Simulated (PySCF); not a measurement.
# CaSi: the cost of one run

The runs use PySCF 2.14.0; method and basis as typed in the scripts.

3 further runs of the same task are left out: 3 that didn't finish.

## 1. Where the work starts

CaSi (triplet): 2 atoms, charge 0, spin multiplicity 3.

Bond lengths: Ca1–Si2 2.705 Å.

## 2. The base run

Input file input.py:

```python
from pyscf import gto, dft

mol = gto.M(
    atom='Ca 0 0 0; Si 0 0 2.705',
    basis='def2-svp',
    charge=0,
    spin=2,
    verbose=3,
)
mf = dft.UKS(mol, xc='tpss')
mf = mf.density_fit(auxbasis='def2-universal-jkfit')
mf.kernel()
mf.analyze()
print('orbital energies (hartree):', [e[max(0, n-3):n+3].round(4) for e, n in zip(mf.mo_energy, mol.nelec)])
```

Launch:

```
$ OMP_NUM_THREADS=1 python input.py
```

Q: Estimate wall time and peak memory on 1 thread of Arm Neoverse V1, shared host.

About 6.3 s, with a peak of 0.2 GiB.
